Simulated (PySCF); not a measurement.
# TcO₃: relaxation and vibrations of the doublet

Aim: relax TcO₃ as a doublet from a B3LYP minimum start, check by its vibrations whether the end is a minimum, and collect its spectrum and constants.

The runs use PySCF 2.14.0; B3LYP, basis Tc def2-TZVP with ECP28, O def2-TZVP, scalar-relativistic core potentials, no spin–orbit coupling, density fitting.

## 1. Starting geometry

4 atoms, charge 0, spin multiplicity 2.

Bond lengths: Tc1–O2 1.682 Å, Tc1–O3 1.682 Å, Tc1–O4 1.682 Å. Angles: O2–Tc1–O3 115.7°, O2–Tc1–O4 115.7°, O3–Tc1–O4 115.7°.

```xyz
4
charge 0 multiplicity 2
Tc    0.0000    0.0000   -0.1144
O     1.6446    0.0000    0.2378
O    -0.8223    1.4243    0.2378
O    -0.8223   -1.4243    0.2378
```

## 2. The SCF at the typed geometry

One driver script runs all steps and calls PySCF; scf.py shows how it sets up the SCF of each step. The optimiser is the driver's own. After this first run the driver tries any further starts and a stability analysis.

scf.py reads:

```python
from pyscf import gto, scf, dft
mol = gto.M(atom='''
Tc    -0.000000     0.000000    -0.114380
O      1.644610     0.000010     0.237830
O     -0.822320     1.424270     0.237830
O     -0.822300    -1.424280     0.237830''',
    basis={'Tc': 'def2-TZVP', 'O': 'def2-TZVP'},
    ecp={'Tc': 'def2-TZVP'},
    charge=0, spin=1)
mf = dft.UKS(mol, xc='B3LYP')
mf.grids.atom_grid = (50, 194)
aux = {'Tc': 'def2-universal-JKFIT', 'O': 'def2-universal-JKFIT'}
mf = mf.density_fit(auxbasis=aux)
mf.conv_tol = 1e-08
mf.diis_space = 10
mf.max_cycle = 60
mf.init_guess = 'minao'
mf.verbose = 4
mf.kernel()
```

Started as:

```
$ OMP_NUM_THREADS=4 python axn.py task.json out
```

Further steps of the session: Relaxation: B3LYP minimum start, doublet; Frequencies.

Q: Predict the outcome of this session. Wanted: minimum; geometry; wavenumbers; dipole moment; highest occupied, lowest empty level; polar-tensor charge of Tc1; zero-point energy; atomisation energy; ⟨S²⟩.

**Answer**, as computed:

| quantity | value |
| --- | --- |
| minimum | doublet, C3v |
| geometry | Tc–O 1.684 Å (×3); O–Tc–O 115.8° (×3) |
| wavenumbers (cm⁻¹) | 186 (a1), 331 (e), 1002 (e), 1010 (a1) |
| dipole moment | 1.86 D |
| highest occupied, lowest empty level (either spin) | -8.37, -5.32 eV |
| polar-tensor charge of Tc1 | +1.80 e |
| zero-point energy | 23.1 kJ/mol |
| entropy at 298.15 K | 292.8 J/(mol K) |
| atomisation energy (no zero-point energy) | 1619 kJ/mol |
| ⟨S²⟩ | 0.754 |

The molecule stays C3v, as typed, and the end point is a minimum. In the infrared the band at 1002 cm⁻¹ (e, stretch) leads. Most of the spin sits on Tc1 (Mulliken spin 0.93, against 1 for the whole molecule). Other starts or spin states, not run here, may lie lower. One determinant may miss the lowest occupation of an open d or f shell.
